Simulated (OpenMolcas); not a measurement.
# VF5 (SMILES [F][V]([F])([F])([F])[F]): BHLYP/ANO-S-VDZP (Cholesky decomposition), part 2 of 2

OpenMolcas 26.06. Earlier steps stand in the parts before.

## 3. The doublet cation

job.input reads:

```
&GATEWAY
 Coord
 6
 angstrom
 F       -0.617950      -1.184960       0.956100
 V       -0.000150      -0.001480      -0.001140
 F        1.493250      -0.698030       0.097800
 F       -1.046130      -0.430790      -1.203840
 F        0.616540       1.180370      -0.960970
 F       -0.445550       1.134880       1.112050
 Basis=ANO-S-VDZP
 Group=NoSym

&SEWARD
 Medium

&SCF
 UHF
 Charge=1
 Spin=2
 KSDFT=HYB_GGA_XC_BHANDHLYP
 PrOrbitals=1 1
```

Command:

```console
export MOLCAS_MEM=1860
pymolcas job.input > job.log
```

The program printed:

```text
--- Start Module: gateway ---

                                              &GATEWAY

                       available to each process: 1.9 GB of memory, 1 thread

++    Symmetry information:
      ---------------------

                    Character Table for C1

                             E
                    a        1  x, y, xy, Rz, z, xz, Ry, yz, Rx, I
--

++    Basis set information:
      ----------------------

      Basis set label: F.ANO-S...3S2P1D.

      Electronic valence basis set:
      ------------------
      Associated Effective Charge   9.000000 au
      Associated Actual Charge      9.000000 au
      Nuclear Model: Point charge

      Shell  nPrim  nBasis  Cartesian Spherical Contaminant
         s      10       3        X
         p       6       2        X
         d       3       1                 X

      Basis set label: V.ANO-S...5S4P2D1F.

      Electronic valence basis set:
      ------------------
      Associated Effective Charge  23.000000 au
      Associated Actual Charge     23.000000 au
      Nuclear Model: Point charge

      Shell  nPrim  nBasis  Cartesian Spherical Contaminant
         s      17       5        X
         p      12       4        X
         d       9       2                 X
         f       4       1                 X

      Basis set label: F.ANO-S...3S2P1D.

      Electronic valence basis set:
      ------------------
      Associated Effective Charge   9.000000 au
      Associated Actual Charge      9.000000 au
      Nuclear Model: Point charge

      Shell  nPrim  nBasis  Cartesian Spherical Contaminant
         s      10       3        X
         p       6       2        X
         d       3       1                 X
--

++    Molecular structure info:
      -------------------------

                    ************************************************
                    **** Cartesian Coordinates / bohr, angstrom ****
                    ************************************************

     Center  Label                x              y              z                     x              y              z
        1      F1              -1.167756      -2.239250       1.806767             -0.617950      -1.184960       0.956100
        2      V2              -0.000283      -0.002797      -0.002154             -0.000150      -0.001480      -0.001140
        3      F3               2.821834      -1.319086       0.184815              1.493250      -0.698030       0.097800
        4      F4              -1.976899      -0.814075      -2.274928             -1.046130      -0.430790      -1.203840
        5      F5               1.165092       2.230576      -1.815970              0.616540       1.180370      -0.960970
        6      F6              -0.841967       2.144612       2.101470             -0.445550       1.134880       1.112050

                    ***************************************
                    *    InterNuclear Distances / bohr    *
                    ***************************************

               1 F1            2 V2            3 F3            4 F4            5 F5            6 F6
    1 F1       0.000000
    2 V2       3.104338        0.000000
    3 F3       4.403891        3.119602        0.000000
    4 F4       4.398417        3.119404        5.416014        0.000000
    5 F5       6.208522        3.104188        4.398640        4.399165        0.000000
    6 F6       4.405818        3.121704        5.393905        5.403218        4.402501        0.000000

                    *******************************************
                    *    InterNuclear Distances / angstrom    *
                    *******************************************

               1 F1            2 V2            3 F3            4 F4            5 F5            6 F6
    1 F1       0.000000
    2 V2       1.642745        0.000000
    3 F3       2.330439        1.650822        0.000000
    4 F4       2.327542        1.650718        2.866031        0.000000
    5 F5       3.285408        1.642665        2.327660        2.327938        0.000000
    6 F6       2.331459        1.651934        2.854331        2.859260        2.329703        0.000000
--

            Nuclear Potential Energy            500.81796805 au

--- Stop Module: gateway /rc=_RC_ALL_IS_WELL_ ---

--- Start Module: seward ---

                                              &SEWARD

                       available to each process: 1.9 GB of memory, 1 thread

               SEWARD will generate:
                  Multipole Moment integrals up to order  2
                  Kinetic Energy integrals
                  Nuclear Attraction integrals (point charge)
                  One-Electron Hamiltonian integrals
                  Velocity integrals
                  Orbital angular momentum around ( -0.0001  -0.0006  -0.0005 )
                  Velocity quadrupole around ( -0.0001  -0.0006  -0.0005 )
                  Cholesky decomposed two-electron repulsion integrals
                   - CD Threshold:   1.00E-06

                   Integrals are discarded if absolute value <: 1.00E-40
                   Integral cutoff threshold is set to       <: 1.00E-40

            Nuclear Potential Energy            500.81796805 au

      Basis set specifications :
      Symmetry species         a
      Basis functions          104

--- Stop Module: seward /rc=_RC_ALL_IS_WELL_ ---
--- Module seward spent 12 seconds ---

--- Start Module: scf ---

                                                &SCF

                       available to each process: 1.9 GB of memory, 1 thread

++    Input section:
      --------------

      Header of the integral files:

[... 11 lines left out ...]
      Nuclear repulsion energy =  500.81796805
[... 66 lines left out ...]
++ Convergence information
                               UHF [...]      iterations: Energy and convergence statistics
[... 58 lines left out ...]
       Convergence after  52 Iterations
[... 3 lines left out ...]
 *                                             SCF/KS-DFT Program, Final results                                             *
 *                                                       Final Results                                                       *
[... 89 lines left out ...]
                            F1                      V2                      F3                      F4                      F5                      F6
                     alpha        beta       alpha        beta       alpha        beta       alpha        beta       alpha        beta       alpha        beta
      1s           0.9996      0.9997      1.0000      1.0000      0.9997      0.9997      0.9997      0.9997      0.9997      0.9997      0.9997      0.9997
      2s           0.9969      0.9906      1.0001      1.0001      0.9866      0.9865      0.9949      0.9891      0.9851      0.9855      0.9867      0.9865
      2px          0.9489      0.7470      1.0000      1.0000      0.8279      0.8215      0.9218      0.8642      0.8841      0.8839      0.9048      0.9038
[... 34 lines of this table left out ...]
      Charge            0.0093                  1.7507                 -0.2368                 -0.0502                 -0.2357                 -0.2374

      Total electronic charge=   67.000000

      Total            charge=    1.000000
--

++    Static properties:
      ------------------

      LoProp Charges per center

                   F1       V2       F3       F4       F5       F6
      Nuclear      9.0000  23.0000   9.0000   9.0000   9.0000   9.0000
      Electronic  -9.0060 -21.1305  -9.2672  -9.0558  -9.2727  -9.2677

      Total       -0.0060   1.8695  -0.2672  -0.0558  -0.2727  -0.2677
--

++    Natural Bond Order analysis
      ---------------------------
      Based on LoProp computed density
      -------------------------------------------------------------------------------------
      Atom A       Atom B       Bond Order
      -------------------------------------------------------------------------------------
      NBO located      1.001 non-bonded electrons on atom F1
      NBO located      1.013 non-bonded electrons on atom F1
      NBO located      0.997 non-bonded electrons on atom V2
      NBO located      0.994 non-bonded electrons on atom V2
      NBO located      0.993 non-bonded electrons on atom V2
      NBO located      1.000 non-bonded electrons on atom V2
      NBO located      1.000 non-bonded electrons on atom V2
      NBO located      1.000 non-bonded electrons on atom V2
      NBO located      1.000 non-bonded electrons on atom V2
      NBO located      1.000 non-bonded electrons on atom V2
      NBO located      1.000 non-bonded electrons on atom F3
      NBO located      0.982 non-bonded electrons on atom F3
      NBO located      0.943 non-bonded electrons on atom F3
      NBO located      1.000 non-bonded electrons on atom F4
      NBO located      1.000 non-bonded electrons on atom F5
      NBO located      0.933 non-bonded electrons on atom F5
      NBO located      0.953 non-bonded electrons on atom F5
      NBO located      0.959 non-bonded electrons on atom F6
      NBO located      1.014 non-bonded electrons on atom F6
      NBO located      1.000 non-bonded electrons on atom F6
      NBO located      1.002 non-bonded electrons on atom F6
      The remaining   13.428 electrons are to be considered as diffuse
--

++    Molecular orbitals:
      -------------------

      Title: Natural orbitals

      Molecular orbitals for symmetry species 1: a

          Orbital            1         2         3         4         5         6         7         8         9        10
          Energy         -199.2195  -25.6452  -25.6195  -25.6113  -25.6063  -25.5735  -23.4493  -19.8373  -19.7716  -19.7828
          Occ. No.          2.0000    2.0000    2.0000    2.0000    2.0000    2.0000    2.0000    2.0000    2.0000    2.0000

          Orbital           11        12        13        14        15        16        17        18        19        20
          Energy           -3.5554   -2.0609   -1.0899   -1.6572   -1.6159   -1.5994   -0.8925   -1.1306   -2.3619   -2.1277
          Occ. No.          2.0000    2.0000    2.0000    2.0000    2.0000    2.0000    2.0000    2.0000    2.0000    2.0000

          Orbital           21        22        23        24        25        26        27        28        29        30
          Energy           -0.8881   -0.8792   -0.9545   -0.8608   -0.9498   -0.9067   -0.9865   -0.9453   -1.5605   -0.9500
          Occ. No.          2.0000    2.0000    2.0000    2.0000    2.0000    1.9999    1.9998    1.9998    1.9998    1.9997

          Orbital           31        32        33        34        35        36        37        38        39        40
          Energy           -1.6844   -1.1512   -0.9043   -0.7793   -0.3401    0.0128    1.3468   -0.2069    1.4325   -0.2186
          Occ. No.          1.9997    1.9996    1.9642    1.0000    0.0358    0.0004    0.0003    0.0003    0.0002    0.0002

          Orbital           41        42        43        44        45        46        47        48        49        50
          Energy            0.2490    0.4944    0.3447    0.3182    0.2348    0.1232    0.5243    0.8576    1.6164    0.9842
          Occ. No.          0.0002    0.0001    0.0000    0.0000    0.0000    0.0000    0.0000    0.0000    0.0000    0.0000

          Orbital           51        52        53        54        55        56        57        58        59        60
          Energy            0.3450    2.2321    1.3921    1.7029    0.8799    1.8935    1.7257    1.6598    1.8137    1.0985
          Occ. No.          0.0000    0.0000    0.0000    0.0000    0.0000    0.0000    0.0000    0.0000    0.0000    0.0000

          Orbital           61        62        63        64        65        66        67        68        69        70
          Energy            1.0865    1.5792    1.3802    1.6140    1.5139    1.5779    1.6972    2.7096    0.7055    2.4333
          Occ. No.          0.0000    0.0000    0.0000    0.0000    0.0000    0.0000    0.0000    0.0000    0.0000    0.0000

          Orbital           71        72        73        74        75        76        77        78        79        80
          Energy            1.4864    1.4886    1.2289    2.4237    2.8945    2.1371    2.6903    2.6413    3.0447    1.2915
          Occ. No.          0.0000    0.0000    0.0000    0.0000    0.0000    0.0000    0.0000    0.0000    0.0000    0.0000

          Orbital           81        82        83
          Energy            1.9754    0.9658    2.5123
          Occ. No.          0.0000    0.0000    0.0000

--

++    Molecular properties:
      ---------------------

      Charge (e):
                      =    1.0000
      Dipole Moment (debye):
      Origin of the operator (angstrom)=   -0.0000   -0.0003   -0.0002
                   X= -1.6588E+00               Y= -1.7951E+00               Z=  4.3903E-02           Total=  2.4446E+00
      Center of Charge (angstrom)
                     X=   -0.34537939               Y=   -0.37406378               Z=    0.00889076
      Quadrupole Moment (debye*angstrom):
      Origin of the operator (angstrom)=   -0.0000   -0.0003   -0.0002
                  XX= -3.6700E+01              XY=  8.2373E-01              XZ=  1.0724E+00              YY= -3.7008E+01
                  YZ= -2.8446E-01              ZZ= -3.5494E+01
      In traceless form (debye*angstrom)
                  XX= -4.4883E-01              XY=  1.2356E+00              XZ=  1.6086E+00              YY= -9.1115E-01
                  YZ= -4.2669E-01              ZZ=  1.3600E+00
--

--- Stop Module: scf /rc=_RC_ALL_IS_WELL_ ---
--- Module scf spent 1 minute 11 seconds ---

.##################.
.# Happy landing! #.
.##################.

    Timing: Wall=84.71 User=81.32 System=3.33
```

Run time: 85 s. Hardware: 1 thread of Arm Neoverse V2, shared host; peak memory 0.087 GiB.

## 4. Outcome

What follows sums up all 2 parts.

Level: BHLYP/ANO-S-VDZP (Cholesky decomposition).

| quantity | value |
| --- | --- |
| singlet VF5: total energy | -1443.26131 Eh |
| singlet VF5: dipole moment | 0.02 D |
| singlet VF5: HOMO energy | -14.79 eV |
| singlet VF5: LUMO energy | -4.60 eV |
| singlet VF5: HOMO–LUMO gap | 10.19 eV |
| doublet cation: total energy | -1442.68529 Eh |
| doublet cation: HOMO energy (highest over α and β) | -21.13 eV |
| doublet cation: LUMO energy (lowest over α and β) | -16.48 eV |
| doublet cation: ⟨S²⟩ | 0.824 |
| vertical ionisation energy (to the doublet cation) | 15.674 eV |

The vertical ionisation energy comes to 15.67 eV (1512 kJ/mol). The negative HOMO energy of the first species, 14.79 eV, lies 0.88 eV below that difference. Mulliken charges (singlet VF5) run from -0.36 on F1 to +1.79 on V2; they depend strongly on the basis. Mulliken charges (doublet cation) run from -0.24 on F6 to +1.75 on V2.
